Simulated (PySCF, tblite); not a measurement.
# C₃H₇ClO₂Si₂: geometry, infrared bands and NMR shifts

What infrared bands and NMR shifts should C₃H₇ClO₂Si₂ (`O=C1[SiH2]O[SiH2][C@@H]1CCl`) show?

Computed with tblite 0.8.0 and PySCF 2.14.0, with density-fitted response routines of our own, on a single molecule in the gas phase. Atoms are numbered from 0 throughout.

### 1 Starting geometry

15 atoms, charge 0, multiplicity 1; geometry from: force field or distance geometry start.

Bonds of the start (Å): O0–C1 1.22, C1–Si2 1.92, Si2–O3 1.70, O3–Si4 1.70, Si4–C5 1.94, C5–C6 1.53, C6–Cl7 1.78, C5–C1 1.53, Si2–H8 1.48, Si2–H9 1.50, Si4–H10 1.49, Si4–H11 1.48, C5–H12 1.09, C6–H13 1.10, C6–H14 1.10.

### 2 Geometry optimisation with GFN2-xTB

What the job is given:

```
{"job": {"kind": "relax", "xc": "GFN2-xTB", "basis": "xTB"}, "charge": 0, "multiplicity": 1}
O      0.049900     2.321200     0.678000
C     -0.296400     1.219200     0.281800
Si    -2.066700     0.568600     0.658700
O     -1.933700    -1.007200     0.041600
Si    -0.417500    -1.449100    -0.582000
C      0.567000     0.220000    -0.496100
C      1.942400     0.122100     0.163900
Cl     3.112600    -0.748200    -0.861100
H     -2.377200     0.502500     2.108800
H     -3.124100     1.289800    -0.115100
H     -0.573500    -1.895800    -1.994800
H      0.194900    -2.468500     0.295500
H      0.648300     0.613400    -1.505100
H      1.903200    -0.399600     1.129500
H      2.366600     1.119600     0.347200
```

On the command line:

```
> OMP_NUM_THREADS=1 python probes_run.py task.json out
```

The driver reads the jobs from task.json and runs them one after another.

**Question.** This job is followed by: GFN2-xTB harmonic vibrations, gas phase; GIAO PBE0/pcSseg-1 NMR shielding, non-relativistic, gas phase. What will the session give for the following? strongest single infrared mode (GFN2-xTB); zero-point energy (GFN2-xTB); ¹³C shifts against TMS (PBE0/pcSseg-1); ¹H shifts against TMS (PBE0/pcSseg-1); ¹⁷O shifts against H2O (PBE0/pcSseg-1); ²⁹Si shifts against TMS (PBE0/pcSseg-1); ³⁵Cl shifts against HCl (PBE0/pcSseg-1).

As calculated:

```
                                 quantity                                         value
strongest single infrared mode (GFN2-xTB)                          744 cm⁻¹, 468 km/mol
             zero-point energy (GFN2-xTB)                                 57.6 kcal/mol
   ¹³C shifts against TMS (PBE0/pcSseg-1)                         248.5, 58.5, 47.8 ppm
    ¹H shifts against TMS (PBE0/pcSseg-1)  5.61, 5.22, 5.10, 4.77, 4.13, 3.75, 2.99 ppm
   ¹⁷O shifts against H2O (PBE0/pcSseg-1)                               834.6, 31.7 ppm
  ²⁹Si shifts against TMS (PBE0/pcSseg-1)                              -11.2, -38.9 ppm
  ³⁵Cl shifts against HCl (PBE0/pcSseg-1)                                        74 ppm
```

Relaxing lowered the energy by 0.307 eV in 98 steps; the close pair that moved most is O3–Si4, from 1.698 to 1.642 Å. No mode is imaginary among the 39: a minimum at this level. The strongest single mode, at 744 cm⁻¹, is spread over many atoms; the largest shares are those of H9, H8. GFN2-xTB is a fitted tight-binding method: band positions and strengths are rough. Its intensities can rank the bands wrongly. At PBE0/pcSseg-1: The widest tensor belongs to O0: span 1809 ppm, with a paramagnetic part of -898 ppm.
